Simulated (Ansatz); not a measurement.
Runs of Ansatz 0.2.0 on NbRu3C. The structure is cubic, space group Pm-3m (No. 221). Conventional cell: a = 4.065 Å, b = 4.065 Å, c = 4.065 Å, α = 90.00°, β = 90.00°, γ = 90.00°. Ru (site symmetry 4/mmm) is surrounded by 2 C at 2.03 Å. Nb (site symmetry m-3m) has 12 Ru at 2.87 Å as nearest neighbours. C (site symmetry m-3m) is surrounded by 6 Ru at 2.03 Å. The cell comes from a database or a generator and needn't be the stable form of this composition.

```tsv
task	level	cell	k mesh	cutoff (eV)	points for each segment of the path	gap on the mesh (eV)	pressure (GPa)
band structure	r2SCAN	as given	7 × 7 × 7	500	14	none	-7.5
relaxation of cell and atoms	PBEsol	relaxed	7 × 7 × 7	420	-	none	0.0
band structure	LDA	as given	7 × 7 × 7	420	14	none	-16.9
density of states	PBEsol	as given	6 × 6 × 6	420	-	none	(a)
band structure	PBE	as given	7 × 7 × 7	420	14	none	-3.4
```

Alike in all rows: potentials or basis Ansatz PAW; no spin polarisation; smearing fermi-dirac 0.05 eV.

Problem. Fill in the values left out.

Solution. (a) -11.7.

Caveats: the PAW data sets come from PBE, with cores solved anew for the run's functional, which leaves a small shift of forces and pressure (some runs); the plane-wave basis is chosen anew once the cell has moved, so the energies of steps on either side of that aren't comparable (some runs).

A k mesh can miss the band edges, and the runs leave out spin-orbit coupling on Nb, Ru.

A gap of «none» marks a metal or a gap under the smearing width.

Not every run made on this cell is shown here.
